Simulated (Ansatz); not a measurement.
# Cu2Ni: the cost of one run

Program: Ansatz 0.2.0. Level of theory: DFT PBE, scalar-relativistic, plane waves, PAW. These are calculated values, not measurements.

## Step 1: The starting structure

The structure is orthorhombic, space group Fmmm (No. 69). The conventional cell has a = 3.182 Å, b = 3.862 Å, c = 11.587 Å, α = 90.00°, β = 90.00°, γ = 90.00°. Cu (site symmetry mm2) has 8 Cu at 2.50 to 2.73 Å and 4 Ni at 2.50 to 2.73 Å in its first shell of neighbours. Around Ni (site symmetry mmm) lie 4 Ni at 2.50 Å and 8 Cu at 2.50 to 2.73 Å.

Structure file:

```cif
data_structure
_symmetry_space_group_name_H-M 'Fmmm'
_symmetry_Int_Tables_number 69
_cell_length_a 3.1817
_cell_length_b 3.8625
_cell_length_c 11.5874
_cell_angle_alpha 90.000
_cell_angle_beta 90.000
_cell_angle_gamma 90.000
_cell_volume 142.40
loop_
_atom_site_label
_atom_site_type_symbol
_atom_site_symmetry_multiplicity
_atom_site_Wyckoff_symbol
_atom_site_fract_x
_atom_site_fract_y
_atom_site_fract_z
_atom_site_occupancy
Cu1 Cu 8 i 0.00000 0.00000 0.16667 1
Ni1 Ni 4 b 0.50000 0.00000 0.00000 1
```

The start is an ordering of an alloy on its end members' structure types: elements ordered on the sites of the Ca type, Cu/Ni on Ca (Fmmm, No. 69).

## Step 2: A first look at the guess

input.yaml reads:

```yaml
crystal:
  lattice:
    - [0.0, 1.93123056, 5.79369168]
    - [1.59083627, 0.0, 5.79369168]
    - [1.59083627, 1.93123056, 0.0]
  atoms:
    - { symbol: Cu, position: [0.16666667, 0.16666667, 0.83333333] }
    - { symbol: Cu, position: [0.83333333, 0.83333333, 0.16666667] }
    - { symbol: Ni, position: [0.5, 0.5, 0.5], spin: 2.0 }
basis:
  ecutwfc: 420
kpoints:
  mp_grid: { grid: [8, 8, 8] }
hamiltonian:
  xc: pbe
scf:
  occupations: { method: gaussian, width: 0.1 }
  lower_state_search: "off"
output:
  forces: true
  stress: true
  eigenvalues: true
  populations: true
magnetization:
  spin_polarized: true
```

On the command line:

```bash
$ ansatz run input.yaml --threads 4 --pin off --max-ram 8192MiB --backend cpu --events-out ev --progress --plain --runs-dir out
```

Q: Estimate wall time and peak memory on 4 threads of Arm Neoverse N1, shared host.

About 15 s, with a peak of 0.47 GiB.
